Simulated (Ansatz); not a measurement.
# BFGaGeH5: the cost of one run

Method: RKS PBE0-D4/def2-TZVP; program: Ansatz 0.2.0, Gaussian basis.

The runs, in order: relaxation at PBE0-D4/def2-TZVP; harmonic vibrations at the same level; a single point in def2-TZVPP for the fields.

### Step 1. The starting structure

9 atoms, charge 0, spin multiplicity 1.

Atoms are counted from 1 here; the program's logs count them from 0.

Bond lengths: B1–Ge2 2.013 Å, B1–H5 1.165 Å, B1–H6 1.164 Å, Ge2–F3 1.821 Å, Ge2–Ga4 2.480 Å, Ge2–H7 1.546 Å, Ga4–H8 1.620 Å, Ga4–H9 1.608 Å. Angles: Ge2–B1–H5 119.4°, Ge2–B1–H6 120.8°, H5–B1–H6 119.5°, B1–Ge2–F3 105.9°, B1–Ge2–Ga4 130.1°, B1–Ge2–H7 114.3°, F3–Ge2–Ga4 96.7°, F3–Ge2–H7 95.2°, Ga4–Ge2–H7 107.0°, Ge2–Ga4–H8 122.7°, Ge2–Ga4–H9 125.6°, H8–Ga4–H9 111.6°.

The start is a GFN2-xTB geometry.

### Step 2. Relaxation at PBE0-D4/def2-TZVP

Input file in.yaml:

```yaml
crystal:
  periodic: [false, false, false]
  atoms:
    - {symbol: B, position_ang: [-0.962280, 1.767690, 0.534830]}
    - {symbol: Ge, position_ang: [0.377890, 0.441580, -0.171480]}
    - {symbol: F, position_ang: [1.747580, 0.429960, 1.028950]}
    - {symbol: Ga, position_ang: [0.205700, -2.018570, -0.436700]}
    - {symbol: H, position_ang: [-1.817090, 2.143930, -0.162060]}
    - {symbol: H, position_ang: [-0.947990, 2.092670, 1.652610]}
    - {symbol: H, position_ang: [1.229170, 0.965360, -1.351030]}
    - {symbol: H, position_ang: [-0.207490, -2.722140, -1.836620]}
    - {symbol: H, position_ang: [0.374520, -3.100480, 0.741510]}
basis:
  gaussian: {orbitals: def2-TZVP}
hamiltonian: {xc: pbe0, dispersion: d4}
relax: {f_tol: 0.005, max_steps: 150}
```

Started as:

```bash
$ ansatz run in.yaml --threads 4 --pin off --events-out ev --progress --plain --max-ram 10444MiB
```

What time and memory should one allow on 4 threads of AMD EPYC 9R05, shared host?

About 24 s, with a peak of 0.61 GiB.
